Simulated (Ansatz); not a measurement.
Wanted: the native input for an Ansatz 0.2.0 run.

| Item | Value |
| --- | --- |
| Task | single point |
| Functional | PBE0 |
| Potentials or basis | Ansatz PAW |
| Cutoff | 420 eV (not typed: the program's choice for these potentials) |
| k mesh | 4 × 4 × 4 |
| Occupations | fermi-dirac, width 0.05 eV |
| Spin | spin-orbit coupling, no magnetisation |

The system is PtSe.

```
CELL_PARAMETERS angstrom
0.00000 3.03745 3.03745
3.03745 0.00000 3.03745
3.03745 3.03745 0.00000
ATOMIC_POSITIONS crystal
Pt 0.00000 0.00000 0.00000
Se 0.25000 0.25000 0.25000
```

The cell comes from a database or a generator and needn't be the stable form of this composition.

These files were run (other wordings do the same):

input

```
crystal:
  lattice:
    - [0.0, 3.03744723, 3.03744723]
    - [3.03744723, 0.0, 3.03744723]
    - [3.03744723, 3.03744723, 0.0]
  atoms:
    - { symbol: Pt, position: [0.0, 0.0, 0.0] }
    - { symbol: Se, position: [0.25, 0.25, 0.25] }
hamiltonian:
  xc: pbe0
  pseudopotentials: { kind: paw_fr }
magnetization:
  noncollinear: true
  spin_orbit: true
kpoints:
  mp_grid: { grid: [4, 4, 4] }
scf:
  occupations: { method: fermi_dirac, width: 0.05 }
output:
  forces: true
  stress: true
  eigenvalues: true
  write_density: true
  write_potential: true
  elf: true
  volumetric_format: npy
```

It gave:

```yaml
Pressure: -13.6 GPa
Band_gap_on_the_k_mesh: none (metal or under the smearing width)
```

Caveat: the k mesh is coarse (spacing up to 0.45 Å⁻¹), so the values aren't converged, least of all with exact exchange; the PAW data sets come from PBE, with cores solved anew for the run's functional, which leaves a small shift of forces and pressure; the thresholds are loose for stress.

Wall time 48 s on 1 × NVIDIA H100 80GB HBM3 with 2 threads of AMD EPYC 7R13 Processor (Zen 3), with other jobs on the host, peak memory 2.1 GiB.
